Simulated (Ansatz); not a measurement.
# CH₇FGe₂: up Jacob's ladder to CCSD(T)

One table from this session's results is given with a row withheld; the runs are named, their logs left out.

The runs use Ansatz 0.2.0, Gaussian basis; functionals in def2-TZVPP, the program's frozen cores in correlated methods.

Plan: PBE-D4, r2SCAN-D4, PBE0-D4, B3LYP-D4, ωB97X-V, ωB97M-V, B2PLYP; CCSD(T)/def2-TZVPP; MP2/def2-QZVPP; extrapolation to the limit.

### The geometry

All runs share one geometry, relaxed beforehand with PBE0-D4 in a triple-zeta def2 set.

SMILES `F[CH2][GeH2][GeH3]`, 11 atoms, charge 0, spin multiplicity 1.

Atoms are counted from 1 here; the program's logs count them from 0.

Bond lengths: F1–C2 1.387 Å, C2–Ge3 1.981 Å, C2–H5 1.093 Å, C2–H6 1.093 Å, Ge3–Ge4 2.421 Å, Ge3–H7 1.541 Å, Ge3–H8 1.539 Å, Ge4–H9 1.535 Å, Ge4–H10 1.538 Å, Ge4–H11 1.537 Å. Angles: F1–C2–Ge3 110.0°, F1–C2–H5 108.3°, F1–C2–H6 108.3°, Ge3–C2–H5 111.1°, Ge3–C2–H6 110.4°, H5–C2–H6 108.7°, C2–Ge3–Ge4 109.5°, C2–Ge3–H7 107.6°, C2–Ge3–H8 109.2°, Ge4–Ge3–H7 111.1°, Ge4–Ge3–H8 110.9°, H7–Ge3–H8 108.5°, Ge3–Ge4–H9 110.5°, Ge3–Ge4–H10 109.7°, Ge3–Ge4–H11 110.3°, H9–Ge4–H10 108.9°, H9–Ge4–H11 108.9°, H10–Ge4–H11 108.5°.

Set-up of the first run:

Input file in.yaml:

```yaml
crystal:
  periodic: [false, false, false]
  atoms:
    - {symbol: F, position_ang: [-1.830629, 1.267749, -0.445102]}
    - {symbol: C, position_ang: [-0.803263, 1.526515, 0.449909]}
    - {symbol: Ge, position_ang: [0.126923, -0.158219, 0.918903]}
    - {symbol: Ge, position_ang: [0.729229, -1.338025, -1.107421]}
    - {symbol: H, position_ang: [-1.232775, 1.998353, 1.337649]}
    - {symbol: H, position_ang: [-0.108474, 2.228688, -0.018914]}
    - {symbol: H, position_ang: [1.379667, 0.213341, 1.736670]}
    - {symbol: H, position_ang: [-0.796039, -1.016999, 1.801799]}
    - {symbol: H, position_ang: [-0.529112, -1.798540, -1.856550]}
    - {symbol: H, position_ang: [1.543735, -0.410489, -2.024567]}
    - {symbol: H, position_ang: [1.586239, -2.569474, -0.771774]}
basis:
  gaussian: {orbitals: def2-TZVPP}
hamiltonian: {xc: pbe, dispersion: d4}
output: {forces: true, orbitals: {seedname: orbitals}}
```

Run with:

```sh
$ ansatz run in.yaml --threads 2 --pin off --events-out ev --progress --plain --max-ram 31744MiB --backend cpu
```

Steps of the session up to this table: PBE-D4 (GGA); r2SCAN-D4 (meta-GGA); PBE0-D4 (hybrid); B3LYP-D4 (hybrid); ωB97X-V (range-separated); ωB97M-V (range-separated); B2PLYP (double hybrid); CCSD(T) in def2-TZVPP; MP2 in def2-QZVPP.

One of the session's tables, all rows but one given; the rest of the session is left out.

| method | atomisation energy (eV) |
| --- | --- |
| PBE-D4 | 34.289 |
| r2SCAN-D4 | 34.285 |
| PBE0-D4 | 33.914 |
| B3LYP-D4 | 34.021 |
| ωB97X-V | ? |
| ωB97M-V | 34.014 |
| B2PLYP | 33.704 |
| HF/def2-TZVPP | 24.872 |
| MP2/def2-TZVPP | 33.635 |
| CCSD/def2-TZVPP | 33.321 |
| CCSD(T)/def2-TZVPP | 33.735 |
| MP2/CBS | 34.258 |
| CCSD(T)/CBS | 34.358 |

Q: Estimate the row for ωB97X-V from the others.

The run gave: atomisation energy (eV): 34.444. In the column «atomisation energy (eV)» it is the highest.

To keep in mind: Free atoms (1 F, 1 C, 2 Ge, 7 H) were run apart at each level; the atomisation energy is their sum less the molecule, without zero-point or spin-orbit terms.
